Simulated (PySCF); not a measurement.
**A gas-phase reaction: F3GeH + F2 → F4Ge + FH**

Wanted: the reaction energy for `[F][GeH]([F])[F]` + `FF` → `[F][Ge]([F])([F])[F]` + `F`.

Programs: PySCF 2.14.0. All values are calculated, for the isolated system unless a continuum is named. Atoms count from 0, parts from 1.

### 1 The system as given

Each species was relaxed by itself at PBE0-D3(BJ)/def2-SVPD.

### 2 Energies of the species: wB97M-D3(BJ)/def2-TZVPD

What the job is given:

```
{"job": {"kind": "react", "xc": "wB97M-D3(BJ)", "basis": "def2-TZVPD"}, "charge": 0, "multiplicity": 1}
-1 F3GeH charge 0 multiplicity 1
F     -0.264830     1.228620     1.121110
Ge    -0.074300    -0.096330     0.038320
F     -0.332290     0.538100    -1.540770
F      1.586380    -0.543850     0.108290
H     -1.000150    -1.252970     0.361300

-1 F2 charge 0 multiplicity 1
F      0.688950    -0.008280    -0.001640
F     -0.688950     0.008280     0.001640

+1 F4Ge charge 0 multiplicity 1
F     -1.396300     0.330580     0.934720
Ge    -0.006910     0.040720    -0.008130
F      1.158680     1.240530     0.315570
F     -0.425700     0.082370    -1.658910
F      0.635210    -1.490580     0.374620

+1 FH charge 0 multiplicity 1
F      0.459950    -0.009210    -0.006700
H     -0.459950     0.009210     0.006700
```

With the program's defaults for keys left out, this is: wB97M-D3(BJ)/def2-TZVPD reaction energy of separated species, gas phase.

The run is started by

```bash
$ OMP_NUM_THREADS=1 python cluster_run.py task.json out
```

This one command runs all jobs of the session in turn.

What it wrote:

```text
species 1 (F3GeH)
coarse grid: 25792 points
cycle   1  E = -2377.2694982633  dE = -4.350e-01  |g| = 1.129e+00  |ddm| = 1.714e+00
cycle   2  E = -2377.2093117443  dE =  6.019e-02  |g| = 1.443e+00  |ddm| = 1.270e+00
cycle   3  E = -2377.4555317081  dE = -2.462e-01  |g| = 4.963e-02  |ddm| = 6.375e-01
cycle   4  E = -2377.4559087676  dE = -3.771e-04  |g| = 2.471e-02  |ddm| = 4.685e-02
cycle   5  E = -2377.4559890298  dE = -8.026e-05  |g| = 6.909e-03  |ddm| = 1.747e-02
cycle   6  E = -2377.4559976330  dE = -8.603e-06  |g| = 1.023e-03  |ddm| = 7.047e-03
final grid: 53224 points
cycle   7  E = -2377.4559974173  dE = -7.387e-07  |g| = 9.113e-04  |ddm| = 2.447e-03
cycle   8  E = -2377.4559974505  dE = -3.320e-08  |g| = 1.000e-03  |ddm| = 9.287e-04
cycle   9  E = -2377.4559975539  dE = -1.033e-07  |g| = 7.115e-05  |ddm| = 4.388e-04
cycle  10  E = -2377.4559975580  dE = -4.095e-09  |g| = 3.493e-05  |ddm| = 1.693e-04
cycle  11  E = -2377.4559975583  dE = -3.083e-10  |g| = 9.100e-06  |ddm| = 4.437e-05
converged SCF energy = -2377.4559975583

species 2 (F2)
coarse grid: 10600 points
cycle   1  E = -199.6113003896  dE =  1.195e-02  |g| = 3.458e-01  |ddm| = 1.052e+00
cycle   2  E = -199.6264068788  dE = -1.511e-02  |g| = 1.647e-01  |ddm| = 1.842e-01
cycle   3  E = -199.6293650214  dE = -2.958e-03  |g| = 2.217e-02  |ddm| = 5.435e-02
cycle   4  E = -199.6294266024  dE = -6.158e-05  |g| = 8.600e-03  |ddm| = 1.161e-02
cycle   5  E = -199.6294374524  dE = -1.085e-05  |g| = 7.501e-04  |ddm| = 4.105e-03
cycle   6  E = -199.6294375908  dE = -1.383e-07  |g| = 3.049e-05  |ddm| = 6.348e-04
final grid: 23208 points
cycle   7  E = -199.6294280655  dE = -2.174e-09  |g| = 2.057e-05  |ddm| = 1.254e-04
cycle   8  E = -199.6294280656  dE = -6.943e-11  |g| = 1.072e-05  |ddm| = 1.684e-05
converged SCF energy = -199.6294280656

species 3 (F4Ge)
coarse grid: 28616 points
cycle   1  E = -2476.5962447502  dE = -2.639e-01  |g| = 1.196e+00  |ddm| = 1.883e+00
cycle   2  E = -2476.5516266373  dE =  4.462e-02  |g| = 1.472e+00  |ddm| = 1.415e+00
cycle   3  E = -2476.7986614227  dE = -2.470e-01  |g| = 4.862e-02  |ddm| = 7.046e-01
cycle   4  E = -2476.7990426921  dE = -3.813e-04  |g| = 1.260e-02  |ddm| = 4.439e-02
cycle   5  E = -2476.7990718133  dE = -2.912e-05  |g| = 6.007e-03  |ddm| = 1.135e-02
cycle   6  E = -2476.7990757699  dE = -3.957e-06  |g| = 8.851e-04  |ddm| = 3.164e-03
final grid: 59456 points
cycle   7  E = -2476.7990253625  dE = -4.965e-07  |g| = 8.618e-04  |ddm| = 1.925e-03
cycle   8  E = -2476.7990253758  dE = -1.330e-08  |g| = 8.141e-04  |ddm| = 7.491e-04
cycle   9  E = -2476.7990254160  dE = -4.024e-08  |g| = 5.018e-05  |ddm| = 3.303e-04
cycle  10  E = -2476.7990254165  dE = -4.693e-10  |g| = 3.532e-05  |ddm| = 5.770e-05
cycle  11  E = -2476.7990254167  dE = -2.001e-10  |g| = 2.742e-06  |ddm| = 1.948e-05
converged SCF energy = -2476.7990254167

species 4 (FH)
coarse grid: 7776 points
cycle   1  E = -100.4688146162  dE = -9.407e-02  |g| = 4.644e-01  |ddm| = 6.197e-01
cycle   2  E = -100.4724960111  dE = -3.681e-03  |g| = 5.038e-01  |ddm| = 3.808e-01
cycle   3  E = -100.5053086535  dE = -3.281e-02  |g| = 2.574e-02  |ddm| = 1.678e-01
cycle   4  E = -100.5053846311  dE = -7.598e-05  |g| = 5.006e-03  |ddm| = 1.077e-02
cycle   5  E = -100.5053892722  dE = -4.641e-06  |g| = 4.334e-04  |ddm| = 3.766e-03
final grid: 16976 points
cycle   6  E = -100.5053937459  dE = -6.399e-08  |g| = 1.074e-04  |ddm| = 8.224e-04
cycle   7  E = -100.5053937493  dE = -3.439e-09  |g| = 8.315e-05  |ddm| = 2.187e-04
cycle   8  E = -100.5053937502  dE = -9.038e-10  |g| = 2.024e-05  |ddm| = 3.759e-05
converged SCF energy = -100.5053937502

Reaction energy = -137.464 kcal/mol
```

Run time: 24 s. Hardware: 1 thread of Arm Neoverse V1, shared host; peak memory 0.7 GiB.

Species by species (with the dispersion term, which the log's SCF energies lack):

```csv
ν,species,energy (Eh),HOMO (eV)
-1,[F][GeH]([F])[F],-2377.45882,-13.89
-1,FF,-199.62975,-14.36
+1,[F][Ge]([F])([F])[F],-2476.80200,-15.37
+1,F,-100.50563,-14.54
```

### 3 Energies of the species: PBE0-D3(BJ)/def2-TZVPD

Same as in step 2 but for these lines:

```diff
@@ -1,2 +1,2 @@
-{"job": {"kind": "react", "xc": "wB97M-D3(BJ)", "basis": "def2-TZVPD"}, "charge": 0, "multiplicity": 1}
+{"job": {"kind": "react", "xc": "PBE0", "basis": "def2-TZVPD", "disp": "d3bj"}, "charge": 0, "multiplicity": 1}
 -1 F3GeH charge 0 multiplicity 1
```

Method: PBE0-D3(BJ)/def2-TZVPD reaction energy of separated species, gas phase.

What it wrote:

```text
species 1 (F3GeH)
coarse grid: 25792 points
cycle   1  E = -2376.6515467888  dE = -3.129e-01  |g| = 1.184e+00  |ddm| = 1.767e+00
cycle   2  E = -2376.2936169450  dE =  3.579e-01  |g| = 2.022e+00  |ddm| = 1.631e+00
cycle   3  E = -2376.8399096248  dE = -5.463e-01  |g| = 1.120e-01  |ddm| = 1.033e+00
cycle   4  E = -2376.8409380728  dE = -1.028e-03  |g| = 4.618e-02  |ddm| = 7.468e-02
cycle   5  E = -2376.8411527833  dE = -2.147e-04  |g| = 2.526e-03  |ddm| = 2.208e-02
cycle   6  E = -2376.8411537065  dE = -9.231e-07  |g| = 5.130e-04  |ddm| = 1.514e-03
final grid: 53224 points
cycle   7  E = -2376.8412392508  dE = -3.212e-07  |g| = 5.103e-04  |ddm| = 1.042e-03
cycle   8  E = -2376.8412392071  dE =  4.361e-08  |g| = 7.584e-04  |ddm| = 6.599e-04
cycle   9  E = -2376.8412392899  dE = -8.273e-08  |g| = 7.495e-05  |ddm| = 3.673e-04
cycle  10  E = -2376.8412392907  dE = -7.858e-10  |g| = 1.338e-05  |ddm| = 4.971e-05
converged SCF energy = -2376.8412392907

species 2 (F2)
coarse grid: 2176 points
cycle   1  E = -199.3949430917  dE =  9.181e-02  |g| = 2.764e-01  |ddm| = 1.051e+00
cycle   2  E = -199.4014729341  dE = -6.530e-03  |g| = 1.374e-01  |ddm| = 1.363e-01
cycle   3  E = -199.4037883125  dE = -2.315e-03  |g| = 2.290e-02  |ddm| = 5.059e-02
cycle   4  E = -199.4038513277  dE = -6.302e-05  |g| = 8.080e-03  |ddm| = 1.132e-02
cycle   5  E = -199.4038595334  dE = -8.206e-06  |g| = 1.816e-04  |ddm| = 3.279e-03
final grid: 23208 points
cycle   6  E = -199.4096322420  dE = -7.816e-06  |g| = 1.271e-03  |ddm| = 8.094e-03
cycle   7  E = -199.4096322960  dE = -5.404e-08  |g| = 1.037e-03  |ddm| = 8.886e-04
cycle   8  E = -199.4096324331  dE = -1.371e-07  |g| = 7.530e-05  |ddm| = 4.283e-04
cycle   9  E = -199.4096324338  dE = -7.286e-10  |g| = 1.991e-05  |ddm| = 3.203e-05
converged SCF energy = -199.4096324338

species 3 (F4Ge)
coarse grid: 28616 points
cycle   1  E = -2475.8570635989  dE = -1.190e-01  |g| = 1.275e+00  |ddm| = 1.948e+00
cycle   2  E = -2475.5235644097  dE =  3.335e-01  |g| = 2.077e+00  |ddm| = 1.847e+00
cycle   3  E = -2476.0736609583  dE = -5.501e-01  |g| = 6.964e-02  |ddm| = 1.150e+00
cycle   4  E = -2476.0739579058  dE = -2.969e-04  |g| = 4.100e-02  |ddm| = 4.521e-02
cycle   5  E = -2476.0741192512  dE = -1.613e-04  |g| = 2.595e-03  |ddm| = 1.676e-02
cycle   6  E = -2476.0741201231  dE = -8.719e-07  |g| = 3.967e-04  |ddm| = 1.574e-03
final grid: 59456 points
cycle   7  E = -2476.0741727228  dE = -4.135e-07  |g| = 4.997e-04  |ddm| = 1.341e-03
cycle   8  E = -2476.0741726813  dE =  4.148e-08  |g| = 7.333e-04  |ddm| = 6.324e-04
cycle   9  E = -2476.0741727581  dE = -7.675e-08  |g| = 7.375e-05  |ddm| = 3.631e-04
cycle  10  E = -2476.0741727585  dE = -4.347e-10  |g| = 1.771e-05  |ddm| = 3.679e-05
converged SCF energy = -2476.0741727585

species 4 (FH)
coarse grid: 1712 points
cycle   1  E = -100.3541462141  dE = -3.604e-02  |g| = 4.958e-01  |ddm| = 6.253e-01
cycle   2  E = -100.3146286343  dE =  3.952e-02  |g| = 7.430e-01  |ddm| = 5.125e-01
cycle   3  E = -100.3938703261  dE = -7.924e-02  |g| = 2.284e-02  |ddm| = 2.892e-01
cycle   4  E = -100.3939458809  dE = -7.555e-05  |g| = 4.205e-03  |ddm| = 9.787e-03
cycle   5  E = -100.3939478648  dE = -1.984e-06  |g| = 3.557e-04  |ddm| = 1.246e-03
final grid: 16976 points
cycle   6  E = -100.3948398550  dE = -1.860e-05  |g| = 4.006e-03  |ddm| = 7.550e-03
cycle   7  E = -100.3948379206  dE =  1.934e-06  |g| = 5.511e-03  |ddm| = 3.360e-03
cycle   8  E = -100.3948420284  dE = -4.108e-06  |g| = 9.873e-05  |ddm| = 2.017e-03
cycle   9  E = -100.3948420296  dE = -1.264e-09  |g| = 1.771e-05  |ddm| = 3.904e-05
cycle  10  E = -100.3948420297  dE = -4.741e-11  |g| = 3.064e-06  |ddm| = 1.023e-05
converged SCF energy = -100.3948420297

Reaction energy = -136.956 kcal/mol
```

It took 12 s on 1 thread of Arm Neoverse V1, shared host; peak memory 0.64 GiB.

Reaction energy at this level: -137.0 kcal/mol.

### 4 Comparing the runs

Energies in kcal/mol, with wall time:

```csv
run,reaction,time
wB97M-D3(BJ)/def2-TZVPD,-137.5,24 s
PBE0-D3(BJ)/def2-TZVPD,-137.0,12 s
```

### 5 Summary of results

| quantity | value |
| --- | --- |
| reaction energy (wB97M-D3(BJ)/def2-TZVPD) | -137.5 kcal/mol |
| ΔH, ΔG at 298 K (xTB thermal terms) | -135.7, -134.5 kcal/mol |
| range of the reaction energy over the runs of this table | -137.5 to -137.0 kcal/mol |

**Reading.** The reaction is exothermic by 135.7 kcal/mol in the gas phase; dispersion gives -0.04, and xTB itself gave -90.05 for the electronic energy (xTB energies and thermal terms come from the earlier relaxation of each species, not shown). No barrier was sought. xTB and this level differ widely in the electronic energy, so what comes from xTB (the thermal terms above all) is less safe here. The reaction energy runs from -137.5 (wB97M-D3(BJ)/def2-TZVPD) to -137.0 kcal/mol (PBE0-D3(BJ)/def2-TZVPD).
